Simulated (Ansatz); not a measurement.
# CH6GeO4: the cost of one run

The runs use Ansatz 0.2.0, Gaussian basis; the settings change from run to run.

### Step 1. The geometry

An earlier PBE0-D4 in a triple-zeta def2 set relaxation fixed the geometry.

SMILES `C[O][Ge]([OH])([OH])[OH]`, 12 atoms, charge 0, spin multiplicity 1.

Atoms are counted from 1 here; the program's logs count them from 0.

Bond lengths: C1–O2 1.415 Å, C1–H7 1.091 Å, C1–H8 1.095 Å, C1–H9 1.095 Å, O2–Ge3 1.752 Å, Ge3–O4 1.757 Å, Ge3–O5 1.757 Å, Ge3–O6 1.757 Å, O4–H10 0.961 Å, O5–H11 0.961 Å, O6–H12 0.961 Å. Angles: O2–C1–H7 107.4°, O2–C1–H8 111.9°, O2–C1–H9 111.9°, H7–C1–H8 108.6°, H7–C1–H9 108.6°, H8–C1–H9 108.4°, C1–O2–Ge3 119.3°, O2–Ge3–O4 102.3°, O2–Ge3–O5 113.2°, O2–Ge3–O6 113.1°, O4–Ge3–O5 113.3°, O4–Ge3–O6 113.3°, O5–Ge3–O6 102.1°, Ge3–O4–H10 111.9°, Ge3–O5–H11 112.0°, Ge3–O6–H12 112.0°.

Geometry (Å):

```mol
CH6GeO4
  3D, bonds by distance, orders not assigned

 12 11  0  0  0  0  0  0  0  0999 V2000
   -0.6425   -1.3417    1.2494 C   0  0
    0.5207   -0.7774    0.6749 O   0  0
    0.3577    0.5201   -0.4917 Ge  0  0
    2.0303    0.8733   -0.8960 O   0  0
   -0.6158    0.0777   -1.8855 O   0  0
   -0.5134    1.9092    0.1391 O   0  0
   -0.3199   -2.1153    1.9484 H   0  0
   -1.2892   -1.8017    0.4944 H   0  0
   -1.2293   -0.5979    1.7993 H   0  0
    2.1002    1.5796   -1.5434 H   0  0
   -0.2454   -0.6710   -2.3597 H   0  0
   -0.0764    2.2900    0.9050 H   0  0
  1  2  8  0
  2  3  8  0
  3  4  8  0
  3  5  8  0
  3  6  8  0
  1  7  8  0
  1  8  8  0
  1  9  8  0
  4 10  8  0
  5 11  8  0
  6 12  8  0
M  END
```

### Step 2. RPBE/def2-mTZVP

This run has charge +1, multiplicity 2, restricted open-shell orbitals, coordinates scaled by 1.05, D3(BJ) dispersion, relativity set to none, high accuracy.

The input, in.yaml:

```yaml
crystal:
  periodic: [false, false, false]
  atoms:
    - {symbol: C, position_ang: [-0.674590, -1.408757, 1.311886]}
    - {symbol: O, position_ang: [0.546760, -0.816222, 0.708601]}
    - {symbol: Ge, position_ang: [0.375577, 0.546149, -0.516312]}
    - {symbol: O, position_ang: [2.131795, 0.916927, -0.940824]}
    - {symbol: O, position_ang: [-0.646635, 0.081579, -1.979796]}
    - {symbol: O, position_ang: [-0.539032, 2.004683, 0.146015]}
    - {symbol: H, position_ang: [-0.335935, -2.221103, 2.045768]}
    - {symbol: H, position_ang: [-1.353640, -1.891770, 0.519085]}
    - {symbol: H, position_ang: [-1.290756, -0.627759, 1.889263]}
    - {symbol: H, position_ang: [2.205253, 1.658571, -1.620519]}
    - {symbol: H, position_ang: [-0.257672, -0.704505, -2.477707]}
    - {symbol: H, position_ang: [-0.080169, 2.404456, 0.950242]}
basis:
  gaussian: {orbitals: def2-mTZVP}
total_charge: 1
magnetization: {spin_polarized: false, initial_magnetization: 1}
hamiltonian: {xc: {name: RPBE}, dispersion: d3bj, pseudopotentials: {relativity: none}}
accuracy: high
```

On the command line:

```
$ ansatz run in.yaml --threads 4 --pin off --events-out ev --progress --plain --max-ram 11315MiB
```

**Question.** How long does this run take on 4 threads of AMD EPYC 9R45, shared host, and how much memory does it need?

About 11 s, with a peak of 0.92 GiB.
